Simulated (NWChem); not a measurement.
# CH3ClGeO (SMILES C[O][Ge][Cl]) at 4 levels

We compute a comparison of 4 runs (HF/STO-3G, HF/3-21G, B3LYP/6-31G*) of CH3ClGeO. 

The results are computed with NWChem 7.3.0.

### 1 The structure to begin with

CH3ClGeO: 7 atoms, total charge 0, spin state singlet. SMILES: `C[O][Ge][Cl]`. The shape is that of a PBE0-D4/def2-TZVP optimisation. This is one conformer, not always the lowest.

Bond lengths: C1–O2 1.410 Å, O2–Ge3 1.762 Å, Ge3–Cl4 2.215 Å, C1–H5 1.093 Å, C1–H6 1.093 Å, C1–H7 1.093 Å. Angles: C1–O2–Ge3 132.6°, O2–Ge3–Cl4 101.4°, O2–C1–H5 109.0°, O2–C1–H6 112.0°, O2–C1–H7 109.0°, H5–C1–H6 109.1°, H5–C1–H7 108.5°, H6–C1–H7 109.1°.

### 2 Energy and forces at HF/STO-3G (run 1)

Input file mol.nw:

```
echo
start mol
memory stack 880 mb heap 220 mb global 1100 mb
charge 0
geometry units angstroms noautosym nocenter noautoz
 C        0.468700       0.718500       0.017500
 O        0.565100      -0.523300       0.678800
 Ge      -0.402500      -1.994100       0.600000
 Cl      -1.938300      -1.427200      -0.891800
 H        0.355300       1.510300       0.762500
 H       -0.378700       0.750900      -0.671800
 H        1.391600       0.896800      -0.540700
end
basis spherical bse
 * library STO-3G
end
scf
 thresh 1e-08
 maxiter 80
end
task scf gradient
```

On the command line:

```console
$ nwchem mol.nw > mol.out
```

The program printed:

```text
[...]
  functions       =    40
[...]
  wavefunction    = RHF
[...]
         Total SCF energy =  -2619.385067410713
      One-electron energy =  -4341.567030118925
      Two-electron energy =   1384.416675498679
 Nuclear repulsion energy =    337.765287209533
        Time for solution =      2.2s
[...]
                         RHF ENERGY GRADIENTS
    atom               coordinates                        gradient
                 x          y          z           x          y          z
   1 C       0.885715   1.357768   0.033070    0.005832   0.003351   0.003243
   2 O       1.067884  -0.988894   1.282746    0.033832   0.067516  -0.004835
   3 Ge     -0.760615  -3.768303   1.133836   -0.030008  -0.056740   0.002802
   4 Cl     -3.662856  -2.697017  -1.685258   -0.010105  -0.001635  -0.007292
   5 H       0.671420   2.854053   1.440916    0.000614  -0.003994   0.001219
   6 H      -0.715639   1.418995  -1.269518    0.000123  -0.005098   0.002475
   7 H       2.629743   1.694706  -1.021775   -0.000287  -0.003400   0.002389
[...]
```

Run time: 3.9 s. Hardware: 1 thread of AMD EPYC 9R45 (Zen 5), shared host; peak memory 0.099 GiB.

### 3 Energy and forces at HF/3-21G (run 2)

Input file ch3clgeo.xyz:

```xyz
7
CH3ClGeO gradient
C      0.468700     0.718500     0.017500
O      0.565100    -0.523300     0.678800
Ge    -0.402500    -1.994100     0.600000
Cl    -1.938300    -1.427200    -0.891800
H      0.355300     1.510300     0.762500
H     -0.378700     0.750900    -0.671800
H      1.391600     0.896800    -0.540700
```

Input file ch3clgeo.nw:

```
start ch3clgeo
title "CH3ClGeO gradient"
memory stack 880 mb heap 220 mb global 1100 mb
charge 0
geometry units angstrom noautosym nocenter noautoz
  load format xyz ch3clgeo.xyz
end
basis spherical bse
  C library 3-21G
  O library 3-21G
  Ge library 3-21G
  Cl library 3-21G
  H library 3-21G
end
scf
  thresh 1e-08
  maxiter 80
  noprint "final vectors analysis"
end
task scf gradient
```

On the command line:

```console
$ nwchem ch3clgeo.nw > ch3clgeo.out
```

The program printed:

```text
[...]
  functions       =    59
[...]
  wavefunction    = RHF
[...]
         Total SCF energy =  -2636.563746438475
      One-electron energy =  -4345.578920747709
      Two-electron energy =   1371.249887099701
 Nuclear repulsion energy =    337.765287209533
        Time for solution =      2.0s
[...]
                         RHF ENERGY GRADIENTS
    atom               coordinates                        gradient
                 x          y          z           x          y          z
   1 C       0.885715   1.357768   0.033070   -0.004660  -0.026233   0.008755
   2 O       1.067884  -0.988894   1.282746    0.026024   0.044580  -0.000258
   3 Ge     -0.760615  -3.768303   1.133836   -0.040493  -0.012788  -0.026260
   4 Cl     -3.662856  -2.697017  -1.685258    0.019914  -0.007900   0.019600
   5 H       0.671420   2.854053   1.440916   -0.000726   0.004244   0.006200
   6 H      -0.715639   1.418995  -1.269518   -0.006919  -0.001697  -0.004722
   7 H       2.629743   1.694706  -1.021775    0.006860  -0.000207  -0.003314
[...]
```

Run time: 3.9 s. Hardware: 1 thread of AMD EPYC 9R45 (Zen 5), shared host; peak memory 0.098 GiB.

Run 3 isn't shown in full; the table further down has it.

### 4 Energy and forces at B3LYP/6-31G(d) (spherical functions) (run 4)

Input file m1.nw:

```
start m1
title "CH3ClGeO"
memory total 2200 mb

geometry noautosym nocenter noautoz
  C     0.468700    0.718500    0.017500
  O     0.565100   -0.523300    0.678800
  Ge   -0.402500   -1.994100    0.600000
  Cl   -1.938300   -1.427200   -0.891800
  H     0.355300    1.510300    0.762500
  H    -0.378700    0.750900   -0.671800
  H     1.391600    0.896800   -0.540700
end

basis spherical bse
  * library 6-31G*
end

dft
  xc b3lyp
  grid xfine
  convergence energy 1e-08
  maxiter 100
  mulliken
end

task dft gradient
```

On the command line:

```console
$ nwchem m1.nw > m1.out
```

The program printed:

```text
[...]
          Wavefunction type:  closed shell.
          No. of atoms     :     7
          No. of electrons :    66
[...]
          Charge           :     0
          Spin multiplicity:     1
[...]
          AO basis - number of functions:    84
[...]
              XC Information
              --------------
                         B3LYP Method XC Potential
                     Hartree-Fock (Exact) Exchange  0.200
                        Slater Exchange Functional  0.800 local
                    Becke 1988 Exchange Functional  0.720 non-local
              Lee-Yang-Parr Correlation Functional  0.810
                  VWN I RPA Correlation Functional  0.190 local
[...]
 d= 0,ls=0.0,diis     1  -2652.0684084762 -2.99D+03  1.91D-02  6.21D-01     2.2
[...]
 d= 0,ls=0.0,diis    11  -2652.1517029117 -1.75D-09  2.74D-07  2.53D-10    17.9
         Total DFT energy =    -2652.151702911657
      One electron energy =    -4359.366901642804
           Coulomb energy =     1491.967551430297
    Exchange-Corr. energy =     -122.517639908682
 Nuclear repulsion energy =      337.765287209533
[...]
      Total Density - Mulliken Population Analysis
     ---------------------------------------------
    Atom       Charge   Shell Charges
 -----------   ------   -------------------------------------------------------
    1 C    6     6.20   2.00  0.68  2.08  0.56  0.82  0.06
    2 O    8     8.49   2.00  0.91  2.91  0.93  1.74  0.02
    3 Ge  32    31.52   2.00  2.00  6.00  2.00  5.99  1.63  1.30  0.27  0.15  6.86  2.94  0.37
    4 Cl  17    17.27   2.00  2.00  5.97  1.41  3.61  0.55  1.73  0.01
    5 H    1     0.84   0.53  0.31
    6 H    1     0.83   0.53  0.30
    7 H    1     0.84   0.53  0.31
[...]
  wavefunction    = closed shell
[...]
```

It took 27 s on 1 thread of AMD EPYC 9R45 (Zen 5), shared host; peak memory 0.14 GiB.

### 5 The series

| run | level | Cartesian functions | iteration cap | energy (Eh) | dipole moment (D) | largest force (eV/Å) | wall time |
| --- | --- | --- | --- | --- | --- | --- | --- |
| 1 | HF/STO-3G | no | 80 | -2619.385067 | 2.31 | 3.891 | 3.9 s |
| 2 | HF/3-21G | no | 80 | -2636.563746 | 2.25 | 2.654 | 3.9 s |
| 3 | B3LYP/6-31G* (Cartesian functions) | yes | 100 | -2652.162425 | – | 0.721 | 22 s |
| 4 | B3LYP/6-31G* (spherical functions) | no | 100 | -2652.151703 | 1.46 | 0.723 | 27 s |

### 6 What came out

| quantity | value |
| --- | --- |
| run 4: total energy | -2652.15170 Eh |
| run 4: dipole moment | 1.46 D |
| run 4: HOMO energy | -7.72 eV |
| run 4: LUMO energy | -2.37 eV |
| run 4: HOMO–LUMO gap | 5.35 eV |
| run 4: largest force on an atom | 0.723 eV/Å |

Over runs 1, 2, 4 the dipole moment (its size) runs from 1.46 D (B3LYP/6-31G*) to 2.31 D (HF/STO-3G). The two ends differ in method and basis. In run 1 the basis is minimal, so the values are rough. All runs together took 57 s, the longest 27 s.
